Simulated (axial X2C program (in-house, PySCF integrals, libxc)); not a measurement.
# Linear AsOH at several levels

One table from this session's results is given with a row withheld; the runs are named, their logs left out.

Method: all-electron X2C, two-component (2c) or spin-free, As dyall-v3z, O dyall-av3z, H dyall-v3z; program: an in-house X2C program for linear molecules on PySCF integrals.

All values are calculated.

2 further runs of the same task are left out: 2 set aside as unsound or not needed.

Set-up of the first run:

File task.json:

```json
{"zs": [33, 8, 1], "q": 0, "bas": ["dyall-v3z", "dyall-av3z", "dyall-v3z"], "r0": [1.84, 0.96], "symm": 0, "scan": ["PBE0", "HF", "BHandHLYP"], "levels": ["PBE0", "HF", "TPSSh"], "nst": 2}
```

Keys: zs atomic numbers; q charge; bas basis sets; r0 starting distance in Å; symm equal bonds; scan levels of the two-bond scan (MP2 follows by itself at each HF point); levels methods; nst determinants followed.

Started as:

```console
$ python solin.py task.json out
```

Masses As 74.922, O 15.995, H 1.008 u.

Steps of the session up to this table: Scan at PBE0, 2c; Scan at HF, 2c; Scan at BHandHLYP, 2c.

One of the session's tables, all rows but one given; the rest of the session is left out.

| level | r(As–O) (Å) | r(O–H) (Å) | lower stretch (cm⁻¹) | upper stretch (cm⁻¹) |
| --- | --- | --- | --- | --- |
| PBE0, 2c | 1.734 | 0.949 | 760.7 | 4047.7 |
| HF, 2c | 1.720 | 0.932 | 783.0 | 4274.3 |
| BHandHLYP, 2c | 1.729 | 0.941 | 769.1 | 4132.5 |
| MP2, 2c | 1.746 | 0.952 | 750.1 | 4020.8 |
| PBE0, spin-free | ? | ? | ? | ? |
| HF, spin-free | 1.720 | 0.932 | 783.5 | 4274.6 |
| BHandHLYP, spin-free | 1.729 | 0.941 | 769.8 | 4132.9 |
| MP2, spin-free | 1.746 | 0.952 | 750.6 | 4021.6 |

Q: Estimate the row for PBE0, spin-free from the others.

The run gave: r(As–O) (Å): 1.734; r(O–H) (Å): 0.949; lower stretch (cm⁻¹): 761.4; upper stretch (cm⁻¹): 4048.1.

Scans not shown above were run alike.

In words: Over the levels the As–O bond spans 1.720 to 1.746 Å and the O–H bond 0.932 to 0.952 Å. At PBE0 spin–orbit coupling leaves both bonds unchanged to 0.001 Å. Each state is one determinant, the lowest of a limited PBE0 search; the stretches come from a fit to few points and are good to some per cent at best. MP2 freezes inner shells (threshold -2 hartree). The molecule was held linear; bending was not examined, so a bent shape may lie lower. Open-shell Ω = 0 determinants with evenly filled partner blocks cannot be reached by this program, so the Ω shown need not be the lowest component. Note: several unpaired electrons, one determinant need not be a pure state.
